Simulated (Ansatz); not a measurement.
# GeH3O (SMILES [OH][GeH2]) at UHF/3-21G

Aim: the electronic atomisation energy of GeH3O at UHF/3-21G, from 4 runs. 

The results are computed with Ansatz 0.2.0.

7 further runs of the same task are left out: 7 set aside as unsound or not needed.

## 1. The system as given

The species is GeH3O (5 atoms), meant as a doublet with charge 0. SMILES: `[OH][GeH2]`. The coordinates come from a PBE0-D4/def2-TZVP relaxation. This is one conformer, not always the lowest.

Bond lengths: O1–Ge2 1.786 Å, O1–H3 0.960 Å, Ge2–H4 1.546 Å, Ge2–H5 1.557 Å. Angles: O1–Ge2–H4 103.8°, O1–Ge2–H5 108.9°, Ge2–O1–H3 112.6°, H4–Ge2–H5 111.8°.

## 2. A single-point energy at UHF/3-21G

Contents of input.yaml:

```yaml
crystal:
  periodic: [false, false, false]
  atoms:
    - {symbol: O, position_ang: [0.355500, -1.075800, 0.460700]}
    - {symbol: Ge, position_ang: [-0.520100, 0.416100, 0.017700]}
    - {symbol: H, position_ang: [1.097400, -0.907600, 1.046500]}
    - {symbol: H, position_ang: [-1.396800, -0.014400, -1.180300]}
    - {symbol: H, position_ang: [0.513900, 1.508000, -0.385900]}
basis:
  gaussian:
    orbitals: 3-21G-spherical.json
magnetization:
  spin_polarized: true
  initial_magnetization: 1
hamiltonian:
  xc: hf
accuracy: high
output: {orbitals: {seedname: orbitals}}
```

The basis set 3-21G is read from a file made from the Basis Set Exchange's data (not shown).

Launch:

```console
$ ansatz run input.yaml --threads 1 --pin off --max-ram 2610MiB --events-out events.jsonl --progress --plain --runs-dir runs
```

Log:

```text
Warning: RAYON_NUM_THREADS=1 ignored (pool sized by the plan → 1); use --threads N
Functional definition: HF
  name "HF"
  exchange = exact_x
  correlation = 0
615 factors; integrals over basis functions are off by at most 4.2e-9 eV
mean field evaluation 1: about -58270.9890 eV, gradient 2.2e1 eV
mean field evaluation 2: about -58271.1485 eV, gradient 2.2e1 eV
mean field evaluation 4: about -58273.1185 eV, gradient 1.4e0 eV
mean field evaluation 8: about -58273.1600 eV, gradient 8.8e-2 eV
mean field evaluation 16: about -58273.1603 eV, gradient 1.9e-8 eV
mean field -58273.16025500 eV, -2141.4991404047 hartree, gradient 3.9e-8 eV, S^2 0.752786; 0 other end points of the search recorded, 0 dependent functions left out
reference -58273.16025500 eV, -2141.4991404047 hartree; 22, 21 occupied and 15, 16 virtual orbitals, 615 factors
Total energy: -58273.16025500 eV, -2141.4991404047 hartree
```

It took 0.43 s on 1 thread of Intel Xeon Platinum 8488C (Sapphire Rapids), shared host; peak memory 0.11 GiB.

## 3. The Ge atom at the same level

Contents of job.yaml:

```yaml
crystal:
  periodic: [false, false, false]
  atoms:
    - {symbol: Ge, position_ang: [0.000000, 0.000000, 0.000000]}
basis:
  gaussian:
    orbitals: 3-21G-spherical.json
magnetization:
  spin_polarized: true
  initial_magnetization: 2
hamiltonian:
  xc: hf
accuracy: high
```

The basis set 3-21G is read from a file made from the Basis Set Exchange's data (not shown).

Launch:

```console
$ ansatz run job.yaml --threads 1 --pin off --max-ram 2610MiB --events-out events.jsonl --progress --plain --runs-dir runs
```

Log:

```text
Warning: RAYON_NUM_THREADS=1 ignored (pool sized by the plan → 1); use --threads N
[... 4 set-up lines as earlier in the session ...]
183 factors; integrals over basis functions are off by at most 3.5e-9 eV
mean field evaluation 1: about -56199.3435 eV, gradient 2.6e0 eV
mean field evaluation 2: about -56199.3527 eV, gradient 2.6e0 eV
mean field evaluation 4: about -56199.4497 eV, gradient 1.0e-1 eV
mean field evaluation 8: about -56199.4492 eV, gradient 3.8e-4 eV
mean field evaluation 16: about -56199.4492 eV, gradient 3.1e-2 eV
mean field evaluation 32: about -56199.4492 eV, gradient 9.8e-5 eV
mean field -56199.44924806 eV, -2065.2916665113 hartree, gradient 8.5e-8 eV, S^2 2.000285; 1 other end points of the search recorded, 0 dependent functions left out
reference -56199.44924806 eV, -2065.2916665113 hartree; 17, 15 occupied and 5, 7 virtual orbitals, 183 factors
Total energy: -56199.44924806 eV, -2065.2916665113 hartree
```

It took 0.18 s on 1 thread of Intel Xeon Platinum 8488C (Sapphire Rapids), shared host.

## 4. The H atom, same level

Contents of molecule.yaml:

```yaml
crystal:
  periodic: [false, false, false]
  atoms:
    - {symbol: H, position_ang: [0.000000, 0.000000, 0.000000]}
basis:
  gaussian:
    orbitals: 3-21G.json
magnetization:
  spin_polarized: true
  initial_magnetization: 1
hamiltonian:
  xc: hf
accuracy: high
```

The basis set 3-21G is read from a file made from the Basis Set Exchange's data (not shown).

Run the same way, it converges to -0.49620 Eh (log not shown).

## 5. The O atom at the same level

Contents of in.yaml:

```yaml
crystal:
  periodic: [false, false, false]
  atoms:
    - {symbol: O, position_ang: [0.000000, 0.000000, 0.000000]}
basis:
  gaussian:
    orbitals: 3-21G.json
magnetization:
  spin_polarized: true
  initial_magnetization: 2
hamiltonian:
  xc: hf
accuracy: high
```

The basis set 3-21G is read from a file made from the Basis Set Exchange's data (not shown).

Run the same way, it converges to -74.39366 Eh (log not shown).

## 6. Summary of results

At UHF/3-21G:

| quantity | value |
| --- | --- |
| molecule: total energy | -2141.49914 Eh |
| molecule: HOMO energy (highest over α and β) | -8.67 eV |
| molecule: LUMO energy (lowest over α and β) | 1.01 eV |
| molecule: ⟨S²⟩ | 0.753 |
| Ge atom: total energy | -2065.29167 Eh |
| Ge atom: ⟨S²⟩ | 2.000 |
| H atom: total energy | -0.49620 Eh |
| H atom: ⟨S²⟩ | 0.750 |
| O atom: total energy | -74.39366 Eh |
| O atom: ⟨S²⟩ | 2.001 |
| electronic atomisation energy | 8.850 eV |

What this shows: Taking the molecule apart into free atoms costs 8.85 eV (204 kcal/mol), before zero-point energy and without spin-orbit coupling. Hartree–Fock lacks the correlation of the bonding pairs, which as a rule makes this value much too low; in minimal bases other errors can mask that. The basis has no polarisation functions, which makes bonds too weak.
